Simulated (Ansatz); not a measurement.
# CH4BNO: the cost of one run

Program: Ansatz 0.2.0. Level of theory: RKS PBE-D4/def2-TZVP. These are calculated values, not measurements.

## Step 1: Starting geometry

SMILES `OB1CN1`, 8 atoms, charge 0, spin multiplicity 1.

Atoms are counted from 1 here; the program's logs count them from 0.

Bond lengths: O1–B2 1.360 Å, O1–H5 0.973 Å, B2–C3 1.571 Å, B2–N4 1.366 Å, C3–N4 1.489 Å, C3–H6 1.111 Å, C3–H7 1.111 Å, N4–H8 1.017 Å. Angles: B2–O1–H5 111.3°, O1–B2–C3 155.8°, O1–B2–N4 143.7°, C3–B2–N4 60.5°, B2–C3–N4 52.9°, B2–C3–H6 122.2°, B2–C3–H7 122.1°, N4–C3–H6 116.9°, N4–C3–H7 116.9°, H6–C3–H7 112.3°, B2–N4–C3 66.6°, B2–N4–H8 160.3°, C3–N4–H8 133.1°.

As a file:

```xyz
8
charge 0, multiplicity 1
O    -1.27632    0.92327   -1.19031
B    -0.43938    0.19644   -0.40236
C     0.75508   -0.03099    0.59163
N    -0.15577   -1.06723    0.03093
H    -1.05197    1.86949   -1.16573
H     1.81249   -0.05341    0.25062
H     0.66699    0.18070    1.67900
H    -0.21883   -2.07558    0.15041
```

This geometry comes from a loose relaxation at PBE in a small basis, which is not shown.

## Step 3: Setting up the map

- bond length O1–B2: 11 values from 1.116 to 2.041 Å
- bond length O1–H5: 11 values from 0.835 to 1.359 Å

Nothing else is relaxed (all other coordinates rigid). Energies count from the relaxed molecule at the same level. Points are written as (first, second).

(The set-up runs are not shown.)

## Step 4: Grid point (1.393 Å, 0.992 Å)

Contents of input.yaml:

```yaml
crystal:
  periodic: [false, false, false]
  atoms:
    - { symbol: O, position_ang: [-1.285678, 0.906689, -1.151433] }
    - { symbol: B, position_ang: [-0.35929, 0.163507, -0.423466] }
    - { symbol: C, position_ang: [0.806481, -0.045686, 0.578018] }
    - { symbol: "N", position_ang: [-0.011533, -1.123742, -0.095874] }
    - { symbol: H, position_ang: [-1.091482, 1.879007, -1.12062] }
    - { symbol: H, position_ang: [1.870686, -0.037702, 0.314704] }
    - { symbol: H, position_ang: [0.628657, 0.118957, 1.650289] }
    - { symbol: H, position_ang: [-0.331749, -2.001184, 0.295073] }
basis:
  gaussian: { orbitals: def2-TZVP }
hamiltonian:
  xc: pbe
  dispersion: d4
output:
  forces: true
```

Launch:

```console
ansatz run input.yaml --threads 1 --pin off --max-ram 2560MiB --backend cpu --events-out ev --progress --plain --runs-dir out
```

What time and memory should one allow on 1 thread of Arm Neoverse V2, shared host?

About 2.8 s, with a peak of 0.13 GiB.
